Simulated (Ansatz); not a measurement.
**C₂H₃FInN: up Jacob's ladder to CCSD(T)**

The task here is to estimate one member of a computed series from the others.

Computed with Ansatz 0.2.0, Gaussian basis. Level: functionals in def2-TZVPP, the program's frozen cores in correlated methods.

The runs, in order: LDA (SPW92), PBE-D4, revPBE-D4, BLYP-D4, r2SCAN-D4, B97M-V, PBE0-D4, B3LYP-D4, r2SCANh-D4, r2SCAN0-D4, HSE06-D4, BHLYP-D4, CAM-B3LYP-D4, LC-ωPBE, ωB97X-V, ωB97M-V, B2PLYP, PBE-QIDH; CCSD(T)/def2-SVP; CCSD(T)/def2-TZVPP; MP2/def2-QZVPP; extrapolation to the limit; RPA on PBE.

**The geometry**

The geometry comes from an earlier relaxation with PBE0-D4 in a triple-zeta def2 set; it is a stationary point, not always the lowest conformer. In takes the def2 core potential; no spin-orbit term is included.

SMILES `F[C]1([InH2])C=N1`, 8 atoms, charge 0, spin multiplicity 1.

Atoms are counted from 1 here; the program's logs count them from 0.

Bond lengths: F1–C2 1.388 Å, C2–In3 2.164 Å, C2–C4 1.434 Å, C2–N5 1.507 Å, In3–H6 1.715 Å, In3–H7 1.722 Å, C4–N5 1.253 Å, C4–H8 1.083 Å. Angles: F1–C2–In3 113.6°, F1–C2–C4 113.9°, F1–C2–N5 112.0°, In3–C2–C4 129.8°, In3–C2–N5 121.1°, C4–C2–N5 50.4°, C2–In3–H6 119.5°, C2–In3–H7 115.1°, H6–In3–H7 125.4°, C2–C4–N5 67.8°, C2–C4–H8 152.9°, N5–C4–H8 139.1°, C2–N5–C4 61.8°.

As a file:

```xyz
8
charge 0, multiplicity 1
F     0.1420   -1.5300   -1.1398
C    -0.1881   -0.3634   -0.4651
In    1.3717    0.3430    0.8577
C    -1.5907   -0.0663   -0.4713
N    -0.9638    0.5922   -1.3342
H     2.8943   -0.4461    0.8641
H     0.9457    1.6959    1.8335
H    -2.6110   -0.2254   -0.1450
```

The first run:

Input file in.yaml:

```yaml
crystal:
  periodic: [false, false, false]
  atoms:
    - {symbol: F, position_ang: [0.141963, -1.529951, -1.139798]}
    - {symbol: C, position_ang: [-0.188114, -0.363353, -0.465062]}
    - {symbol: In, position_ang: [1.371673, 0.342989, 0.857672]}
    - {symbol: C, position_ang: [-1.590698, -0.066274, -0.471290]}
    - {symbol: N, position_ang: [-0.963792, 0.592228, -1.334176]}
    - {symbol: H, position_ang: [2.894263, -0.446149, 0.864078]}
    - {symbol: H, position_ang: [0.945698, 1.695930, 1.833519]}
    - {symbol: H, position_ang: [-2.610984, -0.225411, -0.144953]}
basis:
  gaussian: {orbitals: def2-TZVPP}
hamiltonian: {xc: lda}
output: {orbitals: {seedname: orbitals}}
```

Started as:

```bash
$ ansatz run in.yaml --threads 4 --pin off --events-out ev --progress --plain --max-ram 10444MiB
```

Steps of the session up to this table: LDA; PBE-D4 (GGA); revPBE-D4 (GGA); BLYP-D4 (GGA); r2SCAN-D4 (meta-GGA); B97M-V (meta-GGA); B3LYP-D4 (hybrid); r2SCANh-D4 (hybrid); r2SCAN0-D4 (hybrid); HSE06-D4 (hybrid); BHLYP-D4 (hybrid); CAM-B3LYP-D4 (range-separated); LC-ωPBE (range-separated); ωB97X-V (range-separated); ωB97M-V (range-separated); B2PLYP (double hybrid); PBE-QIDH (double hybrid).

One table of the session follows, with a row left open; its other results are not shown here.

It belongs to the step «Frontier levels by functional». 

```
  functional  HOMO (eV)  LUMO (eV)  gap (eV)
 LDA (SPW92)      -6.52      -3.07      3.45
      PBE-D4      -6.33      -2.79      3.54
   revPBE-D4      -6.25      -2.67      3.58
     BLYP-D4      -6.23      -2.77      3.46
   r2SCAN-D4      -6.57      -2.52      4.04
      B97M-V      -6.67      -2.76      3.91
     PBE0-D4      -7.66      -2.03      5.63
    B3LYP-D4      -7.46      -2.33      5.13
  r2SCANh-D4          ?          ?         ?
  r2SCAN0-D4      -7.82      -1.87      5.95
    HSE06-D4      -7.26      -2.39      4.86
    BHLYP-D4      -8.88      -1.40      7.47
CAM-B3LYP-D4      -9.05      -1.25      7.80
     LC-ωPBE     -10.35      -0.10     10.25
     ωB97X-V      -9.99      -0.24      9.76
     ωB97M-V      -9.89      -0.53      9.36
```

Estimate the missing values for r2SCANh-D4.

Worked estimate for «HOMO (eV)». Against the share of exact exchange, r2SCAN-D4 (0, -6.57), r2SCAN0-D4 (0.25, -7.82) give a slope of -5.00 per unit share; at 0.1 the line stands at -7.07.

**Answer.** HOMO (eV): -7.07; LUMO (eV): -2.25; gap (eV): 4.82. In «HOMO (eV)» the line misses by 0.00.
